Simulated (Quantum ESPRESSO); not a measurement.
SiO in Quantum ESPRESSO: the effect of target pressure

Crystal: SiO.

```
Si O
1.0
     0.00000    2.43364    2.43364
     2.43364    0.00000    2.43364
     2.43364    2.43364    0.00000
Si O
1 1
Direct
  0.75000 0.75000 0.75000
  0.00000 0.00000 0.00000
```

The cell was built by a generator and needn't be a form met in nature.

Alike in all runs:

| Quantity | Value |
| --- | --- |
| Program | Quantum ESPRESSO 7.5 |
| Task | phonons |
| Functional | PBE |
| Potentials or basis | GBRV 1.5 PBE |
| Cutoff | 612 eV |
| Density cutoff | 4898 eV |
| k mesh | 6 × 6 × 6, shifted |
| Occupations | fermi-dirac, width 0.05 eV |
| Spin | no spin polarisation |

Each run relaxes the cell or the atoms first.

Q: One run gave: relaxed volume 15.24 Å³/atom; highest phonon frequency -1 cm⁻¹. Which target pressure did it use?
A. 3 GPa
B. 8 GPa
C. 15 GPa
D. -3 GPa
E. 0 GPa

A: D.

```tsv
target pressure	relaxed volume (Å³/atom)	highest phonon frequency (cm⁻¹)
-3 GPa	15.24	-1
0 GPa	14.49	2
3 GPa	13.84	1
8 GPa	12.64	1
15 GPa	11.57	1
```

Caveats: some runs use coarse meshes; some modes are imaginary; the cell is more than 3 GPa from zero pressure, which shifts response properties (some runs); the mesh is thin for the phonons of a metal (some runs); the volume moved by over 15 % at a fixed basis, so the end points are rough (some runs).
